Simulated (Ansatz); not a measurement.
# AlNi: the cost of one run

Program: Ansatz 0.2.0. Level of theory: DFT LDA, scalar-relativistic, plane waves, PAW. These are calculated values, not measurements.

1 further run of the same task is left out (set aside as unsound or not needed).

## (1) The starting structure

It takes space group Cmmm (No. 65, orthorhombic). Conventional cell: a = 3.877 Å, b = 3.906 Å, c = 3.099 Å, α = 90.00°, β = 90.00°, γ = 90.00°. Al (site symmetry mmm) is surrounded by 8 Ni at 2.48 to 2.49 Å and 4 Al at 2.75 Å. Ni (site symmetry mmm) is surrounded by 8 Al at 2.48 to 2.49 Å and 4 Ni at 2.75 Å.

Structure file:

```
CELL_PARAMETERS angstrom
1.93869 -1.95319 0.00000
1.93869 1.95319 0.00000
0.00000 0.00000 3.09943
ATOMIC_POSITIONS crystal
Al 0.00000 0.00000 0.00000
Ni 0.50000 0.50000 0.50000
```

The structure comes from the Materials Project (structure only).

(A quick probe on a coarse mesh, which set the mesh and smearing, is not shown.)

## (3) Full relaxation

The input, input.yaml:

```yaml
crystal:
  lattice:
    - [1.938694, -1.95319015, 0.0]
    - [1.938694, 1.95319015, 0.0]
    - [0.0, 0.0, 3.0994300413]
  atoms:
    - { symbol: Al, position: [0.0, 0.0, 0.0] }
    - { symbol: Ni, position: [0.5, 0.5, 0.5] }
basis:
  ecutwfc: 420
kpoints:
  mp_grid: { grid: [16, 16, 14] }
hamiltonian:
  xc: lda
scf:
  occupations: { method: gaussian, width: 0.1 }
output:
  forces: true
  stress: true
  eigenvalues: true
relax:
  adjacent_minimum: "off"
  f_tol: 0.005
  max_steps: 80
  cell: { stress_tol: 0.05 }
```

Started as:

```bash
> ansatz run input.yaml --threads 1 --pin off --max-ram 3072MiB --backend cpu --events-out ev --progress --plain --runs-dir out
```

**Question.** How long does this run take on 1 thread of AMD EPYC 7R13 (Zen 3), shared host, and how much memory does it need?

About 83 s, with a peak of 0.54 GiB.
